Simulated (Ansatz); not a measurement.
# Al6Ru: further runs on the relaxed cell

An exercise on one series of results from a longer session: the logs are not shown, and one member is left open.

Program: Ansatz 0.2.0. Level of theory: DFT PBEsol, scalar-relativistic, plane waves, PAW. These are calculated values, not measurements.

1 further run of the same task is left out (set aside as unsound or not needed). Runs told in other sessions of the task aren't counted.

**The structure to begin with**

Symmetry: Cmcm, No. 63, orthorhombic system. Conventional cell: a = 7.453 Å, b = 6.535 Å, c = 8.941 Å, α = 90.00°, β = 90.00°, γ = 90.00°. Around Al (site symmetry 2) lie 2 Ru at 2.62 Å and 9 Al at 2.69 to 2.97 Å. Al (site symmetry m) has 1 Ru at 2.50 Å and 10 Al at 2.57 to 2.95 Å in its first shell of neighbours. Al (site symmetry m) is surrounded by 2 Ru at 2.56 to 2.62 Å and 9 Al at 2.69 to 2.97 Å. Ru (site symmetry m2m) has 10 Al at 2.50 to 2.62 Å in its first shell of neighbours.

As a file:

```
CELL_PARAMETERS angstrom
3.72665 -3.26763 0.00000
3.72665 3.26763 0.00000
0.00000 0.00000 8.94086
ATOMIC_POSITIONS crystal
Al 0.31963 0.31963 0.00000
Al 0.68037 0.68037 0.50000
Al 0.68037 0.68037 0.00000
Al 0.31963 0.31963 0.50000
Al 0.85701 0.14299 0.09842
Al 0.14299 0.85701 0.59842
Al 0.85701 0.14299 0.40158
Al 0.14299 0.85701 0.90158
Al 0.02155 0.61789 0.25000
Al 0.97845 0.38211 0.75000
Al 0.38211 0.97845 0.25000
Al 0.61789 0.02155 0.75000
Ru 0.53558 0.46442 0.25000
Ru 0.46442 0.53558 0.75000
```

It goes back to an entry of the Materials Project, which need not be the stable form.

It is the result of an earlier relaxation at this level (volume 15.55 Å³/atom; gap on the mesh: none (metal)).

Set-up of the first run:

Input file input.yaml:

```yaml
crystal:
  lattice:
    - [3.6890012589, -3.23461851, 0.0]
    - [3.6890012589, 3.23461851, 0.0]
    - [0.0, 0.0, 8.8505444073]
  atoms:
    - { symbol: Al, position: [0.3196302109, 0.3196302109, 0.0] }
    - { symbol: Al, position: [0.6803697891, 0.6803697891, 0.5] }
    - { symbol: Al, position: [0.6803697891, 0.6803697891, 0.0] }
    - { symbol: Al, position: [0.3196302109, 0.3196302109, 0.5] }
    - { symbol: Al, position: [0.8570133594, 0.1429866406, 0.0984224312] }
    - { symbol: Al, position: [0.1429866406, 0.8570133594, 0.5984224312] }
    - { symbol: Al, position: [0.8570133594, 0.1429866406, 0.4015775688] }
    - { symbol: Al, position: [0.1429866406, 0.8570133594, 0.9015775688] }
    - { symbol: Al, position: [0.0215527273, 0.6178939395, 0.25] }
    - { symbol: Al, position: [0.9784472727, 0.3821060605, 0.75] }
    - { symbol: Al, position: [0.3821060605, 0.9784472727, 0.25] }
    - { symbol: Al, position: [0.6178939395, 0.0215527273, 0.75] }
    - { symbol: Ru, position: [0.5355762211, 0.4644237789, 0.25] }
    - { symbol: Ru, position: [0.4644237789, 0.5355762211, 0.75] }
basis:
  ecutwfc: 420
kpoints:
  mp_grid: { grid: [8, 8, 4] }
hamiltonian:
  xc: pbesol
scf:
  occupations: { method: gaussian, width: 0.1 }
output:
  forces: true
  stress: true
  eigenvalues: true
relax:
  adjacent_minimum: "off"
  f_tol: 0.01
  max_steps: 30
  cell: { stress_tol: 0.1, fix: [volume] }
```

On the command line:

```console
$ ansatz run input.yaml --threads 4 --pin off --max-ram 10240MiB --backend cpu --events-out ev --progress --plain --runs-dir out
```

Among the steps run: The cell scaled to 0.97 of its volume; The cell scaled to 1.03 of its volume; Point at V/V0 = 0.94; The cell scaled to 1.06 of its volume; Point at V/V0 = 0.91; Point at V/V0 = 1.10; Volume × 0.88.

One table of the session follows, with a row left open; its other results are not shown here.

It belongs to the step «Fit of the equation of state». 

```
volume (Å³/atom)  energy above the lowest point (meV/atom)  pressure (GPa)
          13.687                                     102.3           19.60
          14.154                                      54.3           13.49
          14.620                                         ?               ?
          15.087                                       5.4            3.81
          15.554                                       0.0            0.00
          16.020                                       4.9           -3.26
          16.487                                      18.5           -6.03
          17.109                                      48.1           -9.09
```

Q: Estimate the row for volume (Å³/atom) = 14.620 from the others.

Worked estimate for «energy above the lowest point (meV/atom)». A straight line through the neighbours (14.154, 54.3) and (15.087, 5.4) gives 54.3 + (5.4 − 54.3) × (14.620 − 14.154) / (15.087 − 14.154) = 29.9; a parabola fitted to 4 rows on both sides gives 22.8.

As computed: energy above the lowest point (meV/atom): 22.8; pressure (GPa): 8.28. In «energy above the lowest point (meV/atom)» the line misses by +7.1 and the parabola by 0.0.
